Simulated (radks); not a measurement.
**Taking charge from the 5s level of Zr⁺ in fractions**

The task here is to estimate one member of a computed series from the others.

Program: radks (a radial shooting solver on a logarithmic mesh, Libxc functionals) version 1. Level of theory: scalar-relativistic Kohn-Sham, r2SCAN, spin-unpolarised, spherical densities, finite nucleus. These are calculated values, not measurements, unless marked.

### What is computed

* element: zirconium (Z = 40)
* charge: +1
* electrons: 39
* configuration: [Kr] 4d2 5s1
* nuclear rms radius: 4.2694 fm

Outer shells as boxes (Hund's rule):

Zr⁺
```
[Kr] core
4d [↑ ][↑ ][  ][  ][  ]
5s [↑ ]
```

The first run:

Settings of this run:

```text
Z 40
configuration [Kr] 4d2 5s1
relativity scalar-relativistic
functional r2scan,r2scan
spin unpolarised
nucleus finite rms 4.2694 fm
c 137.035999084
```

Among the steps run: Start: [Kr] 4d2 5s1.

One of the session's tables, all rows but one given; the rest of the session is left out.

Sizes of the orbitals, from the radial functions (bohr):

```
level     <r>  outermost maximum (interpolated)  90 % within  nodes
   2p  0.1417                             0.110        0.231      0
   3s  0.4574                             0.408        0.676      2
   3p  0.4614                             0.402        0.698      1
   3d  0.4526                             0.349        0.727      0
   4s   1.217                              1.08         1.78      3
   4p       ?                                 ?            ?      ?
   5s   3.470                              3.06         5.04      4
   4d   2.137                              1.57         3.46      1
```

Q: Estimate the row for 4p from the others.

The run gave: <r>: 1.369; outermost maximum (interpolated): 1.18; 90 % within: 2.03; nodes: 2. In the column «<r>» it lies between 4s (1.217) and 4d (2.137).
